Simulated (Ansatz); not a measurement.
# Co3Te2P2O14: the cost of one run

Program: Ansatz 0.2.0. Level of theory: DFT, PAW plane waves, pbe. These are calculated values, not measurements.

### Step 1. Starting point

Symmetry: C2/m, No. 12, monoclinic system. Conventional cell: a = 19.432 Å, b = 6.025 Å, c = 4.779 Å, α = 90.00°, β = 103.14°, γ = 90.00°. Co (site symmetry -1) has 6 O at 2.05 to 2.14 Å in its first shell of neighbours. Around Co (site symmetry 2/m) lie 6 O at 2.08 to 2.15 Å. Te (site symmetry m) has 3 O at 1.86 to 1.99 Å in its first shell of neighbours. P (site symmetry m) has 4 O at 1.53 to 1.55 Å in its first shell of neighbours. O (site symmetry m) has 1 P at 1.53 Å and 1 Co at 2.08 Å in its first shell of neighbours. Around O (site symmetry 1) lie 1 Te at 1.99 Å and 1 Co at 2.15 Å. O (site symmetry m) is surrounded by 1 P at 1.54 Å and 2 Co at 2.05 Å. O (site symmetry 1) is surrounded by 1 P at 1.55 Å and 1 Co at 2.08 Å. Only part of the 9 independent sites is listed.

As a file:

```
Co Te P O
1.0
     9.71585   -3.01245    0.00000
     9.71585    3.01245    0.00000
    -1.08629    0.00000    4.65370
Co Te P O
3 2 2 14
Direct
  0.00000 0.50000 0.50000
  0.50000 0.00000 0.50000
  0.50000 0.50000 0.00000
  0.89363 0.89363 0.84516
  0.10637 0.10637 0.15484
  0.33949 0.33949 0.08800
  0.66051 0.66051 0.91200
  0.41900 0.41900 0.21840
  0.58100 0.58100 0.78160
  0.71531 0.18851 0.72050
  0.81149 0.28469 0.27950
  0.28469 0.81149 0.27950
  0.18851 0.71531 0.72050
  0.30080 0.30080 0.33600
  0.69920 0.69920 0.66400
  0.10900 0.52800 0.89960
  0.47200 0.89100 0.10040
  0.89100 0.47200 0.10040
  0.52800 0.10900 0.89960
  0.82810 0.82810 0.49420
  0.17190 0.17190 0.50580
```

### Step 2. A run

input.yaml reads:

```yaml
crystal:
  lattice:
    - [9.71585, -3.01245, 0.0]
    - [9.71585, 3.01245, 0.0]
    - [-1.08628919, 0.0, 4.65369802]
  atoms:
    - { symbol: Co, position: [0.0, 0.5, 0.5], spin: 3.0 }
    - { symbol: Co, position: [0.5, 0.0, 0.5], spin: 3.0 }
    - { symbol: Co, position: [0.5, 0.5, 0.0], spin: 3.0 }
    - { symbol: Te, position: [0.893628, 0.893628, 0.84516] }
    - { symbol: Te, position: [0.106372, 0.106372, 0.15484] }
    - { symbol: P, position: [0.33949, 0.33949, 0.088] }
    - { symbol: P, position: [0.66051, 0.66051, 0.912] }
    - { symbol: O, position: [0.419, 0.419, 0.2184] }
    - { symbol: O, position: [0.581, 0.581, 0.7816] }
    - { symbol: O, position: [0.71531, 0.18851, 0.7205] }
    - { symbol: O, position: [0.81149, 0.28469, 0.2795] }
    - { symbol: O, position: [0.28469, 0.81149, 0.2795] }
    - { symbol: O, position: [0.18851, 0.71531, 0.7205] }
    - { symbol: O, position: [0.3008, 0.3008, 0.336] }
    - { symbol: O, position: [0.6992, 0.6992, 0.664] }
    - { symbol: O, position: [0.109, 0.528, 0.8996] }
    - { symbol: O, position: [0.472, 0.891, 0.1004] }
    - { symbol: O, position: [0.891, 0.472, 0.1004] }
    - { symbol: O, position: [0.528, 0.109, 0.8996] }
    - { symbol: O, position: [0.8281, 0.8281, 0.4942] }
    - { symbol: O, position: [0.1719, 0.1719, 0.5058] }
  symmetry: { tolerance: 0.0003 }
hamiltonian:
  xc: pbe
  pseudopotentials: { kind: paw, azcp: { folder: soft_1 } }
basis:
  ecutwfc: 420
magnetization:
  spin_polarized: true
scf:
  occupations: { method: fermi_dirac, width: 0.05 }
kpoints:
  mp_grid: { grid: [4, 4, 5], shift: [0, 0, 0] }
output:
  forces: true
  stress: true
  eigenvalues: true
  write_density: true
  write_potential: true
  elf: true
  volumetric_format: npy
```

Started as:

```
> ansatz run input.yaml --threads 6 --pin off --max-ram 14336MiB --backend cpu --events-out ev --progress --plain --runs-dir out
```

**Question.** How long does this run take on 6 threads of Intel Xeon Platinum 8375C at 2.90GHz (Ice Lake), shared host, and how much memory does it need?

About 65 s, with a peak of 2.1 GiB.
